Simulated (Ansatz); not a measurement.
# B4O2: the cost of one run

Program: Ansatz 0.2.0. Level of theory: the levels named in each step. These are calculated values, not measurements.

## (1) The structure to begin with

Bond lengths: O1–B2 1.198 Å, B2–B3 1.592 Å, B3–B4 1.497 Å, B4–B5 1.592 Å, B5–O6 1.198 Å. Angles: O1–B2–B3 180.0°, B2–B3–B4 180.0°, B3–B4–B5 180.0°, B4–B5–O6 180.0°.

As a file:

```xyz
6

O     0.0000    0.0000   -3.5383
B     0.0000    0.0000   -2.3399
B     0.0000    0.0000   -0.7483
B     0.0000    0.0000    0.7482
B     0.0000    0.0000    2.3400
O     0.0000    0.0000    3.5383
```

## (2) A rough first relaxation, PBE-D4/def2-SVP

This run stands in another session on the same molecule. It ended at:

```xyz
6

O     0.0000    0.0000   -3.6266
B     0.0000    0.0000   -2.4067
B     0.0000    0.0000   -0.7720
B     0.0000    0.0000    0.7720
B     0.0000    0.0000    2.4067
O     0.0000    0.0000    3.6266
```

## (3) Relaxation, r2SCAN-D4/def2-TZVPP

File input.yaml:

```yaml
crystal:
  periodic: [false, false, false]
  atoms:
    - { symbol: O, position_ang: [0.0, 0.0, -3.6266045] }
    - { symbol: B, position_ang: [0.0, 0.0, -2.4067266] }
    - { symbol: B, position_ang: [0.0, 0.0, -0.77196384] }
    - { symbol: B, position_ang: [0.0, 0.0, 0.77196017] }
    - { symbol: B, position_ang: [0.0, 0.0, 2.40672911] }
    - { symbol: O, position_ang: [0.0, 0.0, 3.62660566] }
magnetization:
  spin_polarized: true
  initial_magnetization: 2
basis:
  gaussian: { orbitals: def2-TZVPP }
hamiltonian:
  xc: r2scan
  dispersion: d4
relax:
  f_tol: 0.002
  max_steps: 150
```

Started as:

```
> ansatz run input.yaml --threads 4 --pin off --max-ram 10240MiB --backend cpu --events-out ev --progress --plain --runs-dir out
```

What time and memory should one allow on 4 threads of Intel Xeon at 2.70GHz, shared host?

About 19 s, with a peak of 0.32 GiB.
